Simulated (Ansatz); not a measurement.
The system is MnS.

```
Mn S
1.0
     2.61225    2.61225    5.22450
     2.61225   -2.61225    0.00000
     2.61225    2.61225    0.00000
Mn S
2 2
Direct
  0.00000 0.00000 0.00000
  0.50000 0.50000 0.00000
  0.50000 0.00000 0.50000
  0.00000 0.50000 0.50000
```

The cell isn't the ideal one: another cell of the same crystal, with 4 atoms.

Base run:

* Program: Ansatz 0.2.0
* Functional: PBE
* Potentials or basis: Ansatz PAW
* Cutoff: 420 eV
* Density cutoff: 1680 eV
* k mesh: 6 × 6 × 6
* Occupations: gaussian, width 0.05 eV
* Spin: collinear spin, ferrimagnetic start
* Starting moments: [4.0, -2.0, 0.0, 0.0] μB

Its results: band gap on the k mesh none (metal or under the smearing width); pressure -3.0 GPa; net moment 0.00 μB per cell; site moments Mn +4.24, -4.24; S -0.06, +0.06 μB.

The run is repeated on the same cell with these changes: functional from PBE to PBEsol; hubbard terms from none to Mn d U = 2 eV; hubbard projectors from none to ortho-atomic (the default). What comes out?

Band gap on the k mesh 0.48 eV; pressure -2.7 GPa; net moment 0.00 μB per cell; site moments Mn +4.40, -4.40; S -0.05, +0.05 μB.

Several settings changed at once, so the effect can't be laid on one alone.

Caveats: semilocal functionals often make such compounds metallic where correlation or magnetic order opens a gap, which also shifts bond lengths (some runs); the magnetic or orbital state may not be the lowest (some runs); the PAW data sets come from PBE, with cores solved anew for the run's functional, which leaves a small shift of forces and pressure (some runs).

A k mesh can miss the band edges.

Not every run made on this cell is shown here.
